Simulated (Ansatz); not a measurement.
VBiO4:

```
Bi V O
1.0
    -3.65150    3.65150    3.29200
     3.65150   -3.65150    3.29200
     3.65150    3.65150   -3.29200
Bi V O
2 2 8
Direct
  0.00000 0.00000 0.00000
  0.75000 0.25000 0.50000
  0.25000 0.75000 0.50000
  0.50000 0.50000 0.00000
  0.66700 0.48900 0.82200
  0.23900 0.91700 0.32200
  0.66700 0.84500 0.17800
  0.59500 0.91700 0.67800
  0.08300 0.40500 0.32200
  0.51100 0.33300 0.17800
  0.08300 0.76100 0.67800
  0.15500 0.33300 0.82200
```

Measurements of this composition are mostly on another form, of space group No. 15.

- Program: Ansatz 0.2.0
- Task: single point
- Functional: PBEsol
- Potentials or basis: Ansatz PAW
- Cutoff: 420 eV (not typed: the program's choice for these potentials)
- k mesh: 6 × 6 × 6
- Occupations: fermi-dirac, width 0.05 eV
- Spin: collinear spin, ferromagnetic start
- Starting moments: [0.0, 0.0, 2.0, 2.0, 0.0, 0.0, 0.0, 0.0, 0.0, 0.0, 0.0, 0.0] μB

On this cell: pressure -1.6 GPa; largest force 0.861 eV/Å; net moment 0.00 μB per cell; band gap on the k mesh 2.77 eV, direct.

The same run follows on a disturbed copy (atoms moved at random, drawn with an rms of 0.05 Å):

```
Bi V O
1.0
    -3.65150    3.65150    3.29200
     3.65150   -3.65150    3.29200
     3.65150    3.65150   -3.29200
Bi V O
2 2 8
Cartesian
  -0.0003 0.0560 -0.0019
  0.0932 3.6676 1.7037
  3.6652 -0.0205 1.6817
  0.0173 0.0274 3.2662
  2.3288 3.6414 1.1350
  3.6610 -1.3240 2.7326
  1.3398 -0.0122 4.3701
  3.7013 1.2843 2.6953
  2.3260 -0.0696 0.5300
  0.0016 1.2960 2.1677
  4.9411 0.0041 0.5628
  3.6717 2.3760 -1.1124
```

Q: What changes?

A: The energy moves by +13.7 meV/atom; pressure -1.6 GPa; largest force 2.441 eV/Å; net moment 0.00 μB per cell; band gap on the k mesh 2.71 eV, direct.

Forces in eV/Å, atoms in the order of the input:
```
Bi   0.370 -0.288 -0.235
Bi  -0.408  0.050  0.155
V   -1.499 -0.095 -1.924
V   -0.162 -0.941  1.920
O    0.433  0.115 -0.326
O    0.143 -1.230  1.094
O   -0.232  0.216 -0.249
O   -0.083  1.394  1.183
O    0.251  0.253  0.282
O    0.087  1.230 -0.742
O    1.132 -0.052 -0.858
O   -0.032 -0.651 -0.299
```

Stress tensor (GPa, compression positive):
```
-3.10 -0.10 -1.06
-0.10  2.69 -0.50
-1.06 -0.50 -4.41
```

Caveats: spin-orbit coupling is left out, which as a rule narrows the gap of such compounds by several tenths of an eV; the PAW data sets come from PBE, with cores solved anew for the run's functional, which leaves a small shift of forces and pressure; the starting moments weren't kept.

A k mesh can miss the band edges.
